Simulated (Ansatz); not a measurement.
**Ga3BAs4: the band gap up the ladder of functionals**

One table from this session's results is given with a row withheld; the runs are named, their logs left out.

Program: Ansatz 0.2.0. PAW datasets, plane waves. These are computed values for a spin-unpolarised cell that may be hypothetical; none is a measurement.

## The structure to begin with

The cell was relaxed beforehand with r2SCAN.

The symmetry is Cm (No. 8, monoclinic); conventional cell a = 12.766 Å, b = 3.845 Å, c = 6.703 Å, β = 99.6°, 20.28 Å³ an atom. Near B stand 4 As at 2.09–2.26 Å; near Ga stand 4 As at 2.43–2.52 Å; near Ga stand 4 As at 2.39–2.45 Å; near As stand 2 B at 2.26 Å and 2 Ga at 2.45–2.52 Å.

The structure in full:

Space group Cm (No. 8). a = 12.766 Å, b = 3.845 Å, c = 6.703 Å, α = 90.00°, β = 99.59°, γ = 90.00°
| atom | site | symmetry | x | y | z |
| --- | --- | --- | --- | --- | --- |
| B | 2a | m | 0.0012 | 0.0000 | 0.0051 |
| Ga | 2a | m | 0.0007 | 0.5000 | 0.4988 |
| Ga | 2a | m | 0.2462 | 0.5000 | 0.2378 |
| Ga | 2a | m | 0.2535 | 0.0000 | 0.7626 |
| As | 2a | m | 0.4475 | 0.0000 | 0.8439 |
| As | 2a | m | 0.4404 | 0.5000 | 0.2812 |
| As | 2a | m | 0.1669 | 0.0000 | 0.0566 |
| As | 2a | m | 0.1937 | 0.5000 | 0.5641 |

Set-up of the first run:

The input, input.yaml:

```yaml
crystal:
  lattice:
    - [6.3831190878, -1.9226662545, 0.021385885]
    - [6.3831190878, 1.9226662545, 0.021385885]
    - [-1.1385800566, 0.0, 6.605987352]
  atoms:
    - { symbol: B, position: [-0.0011779064, -0.0011779064, -0.0050767157] }
    - { symbol: Ga, position: [0.4992943101, 0.4992943101, 0.5012344744] }
    - { symbol: Ga, position: [0.2537843049, 0.2537843049, 0.7621614972] }
    - { symbol: Ga, position: [0.7465296413, 0.7465296413, 0.2374488141] }
    - { symbol: As, position: [0.5524874275, 0.5524874275, 0.1560977586] }
    - { symbol: As, position: [0.059642845, 0.059642845, 0.7187820155] }
    - { symbol: As, position: [0.8331380648, 0.8331380648, 0.9434072909] }
    - { symbol: As, position: [0.3063013127, 0.3063013127, 0.435944865] }
kpoints:
  mp_grid: { grid: [8, 8, 4] }
  band_path:
    path:
      - [[0.0, 0.0, 0.0], [-0.2733288834485, 0.2733288834485, 4.689141614936e-18]]
      - [[0.2733288834485, 0.7266711165515, -1.929541886414e-17], [0.5, 0.5, -1.621643729919e-17], [0.0, 0.0, 0.0], [0.5, 0.5, -0.5], [0.2659293172852, 0.7340706827148, -0.5]]
      - [[-0.2659293172852, 0.2659293172852, -0.5], [-1.645021833146e-19, -1.235740811732e-19, -0.5], [0.0, 0.0, 0.0]]
      - [[-5.67481906203e-17, 0.5, -0.5], [0.0, 0.0, 0.0], [-6.797962558436e-17, 0.5, -8.128353168957e-19]]
    npoints: 10
hamiltonian:
  xc: pbe
scf:
  occupations: { method: fermi_dirac, width: 0.02 }
  n_extra_bands: 6
output:
  forces: true
  stress: true
  eigenvalues: true
  write_density: true
  write_potential: true
  elf: true
  volumetric_format: npy
```

Command:

```sh
ansatz run input.yaml --threads 4 --pin off --max-ram 6451MiB --backend cpu --events-out ev --progress --plain --runs-dir out
```

Among the steps run: PBE bands along the symmetry lines; r2SCAN at the same geometry; HSE06; Single point with PBE+SOC; Single point with PBE0.

One table of the session follows, with a row left open; its other results are not shown here.

```
  level  gap (eV)
    PBE      0.38
 r2SCAN      0.67
  HSE06         ?
PBE+SOC      0.33
   PBE0      1.79
```

Q: Estimate the row for HSE06 from the others.

The run gave: gap (eV): 1.13. In the column «gap (eV)» it lies between r2SCAN (0.67) and PBE0 (1.79).

Meshes: PBE 8×8×4, r2SCAN 8×8×4, HSE06 4×4×2, PBE+SOC 8×8×4, PBE0 4×4×2

In words: The gap runs from 0.33 eV (PBE+SOC) to 1.79 eV (PBE0). Against HSE06, PBE is short by 0.75 eV, at 34 % of it, and r2SCAN 60 %. PBE0 lies 0.66 eV above HSE06, which differs from it by screening the long-range exchange.

Caveats from the session: Warnings in the runs' records: stress exchange threshold loose, stress scf threshold loose.
